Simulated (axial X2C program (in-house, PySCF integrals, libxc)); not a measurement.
**BrAlBr⁻: bond lengths and stretches, held linear**

One table from this session's results is given with a row withheld; the runs are named, their logs left out.

Program: an in-house X2C program for linear molecules on PySCF integrals. Level of theory: all-electron X2C, two-component (2c) or spin-free, Br dyall-av3z, Al dyall-v3z. These are calculated values, not measurements.

All values are calculated.

2 further runs of the same task are left out: 2 set aside as unsound or not needed.

Set-up of the first run:

File task.json:

```json
{"zs": [35, 13, 35], "q": -1, "bas": ["dyall-av3z", "dyall-v3z", "dyall-av3z"], "r0": [2.4, 2.4], "symm": 1, "scan": ["PBE0", "HF", "LDA"], "levels": ["PBE0", "HF", "r2SCAN"], "nst": 2}
```

Keys: zs atomic numbers; q charge; bas basis sets; r0 starting distance in Å; symm equal bonds; scan levels of the two-bond scan; levels methods; nst determinants followed.

The run is started by

```sh
> python solin.py task.json out
```

Masses Br 78.918, Al 26.982, Br 78.918 u.

Steps of the session up to this table: Scan at PBE0, 2c; Scan at LDA, 2c; Scan at PBE0, spin-free.

One table of the session follows, with a row left open; its other results are not shown here.

| level | r(Br–Al) (Å) | r(Al–Br) (Å) | lower stretch (cm⁻¹) | upper stretch (cm⁻¹) |
| --- | --- | --- | --- | --- |
| PBE0, 2c | 2.691 | 2.691 | 109.9 | 178.8 |
| LDA, 2c | 2.632 | 2.632 | 114.0 | 214.7 |
| PBE0, spin-free | 2.690 | 2.690 | 110.0 | 179.0 |
| LDA, spin-free | ? | ? | ? | ? |

Estimate the missing values for LDA, spin-free.

The run gave: r(Br–Al) (Å): 2.631; r(Al–Br) (Å): 2.631; lower stretch (cm⁻¹): 114.1; upper stretch (cm⁻¹): 214.9. In the column «r(Br–Al) (Å)» it is the lowest.

Scans not shown above were run alike.

Caveats from the session: For an anion the highest level of a functional can be positive, and the basis then holds the extra electron. The molecule was held linear; bending was not examined, so a bent shape may lie lower.
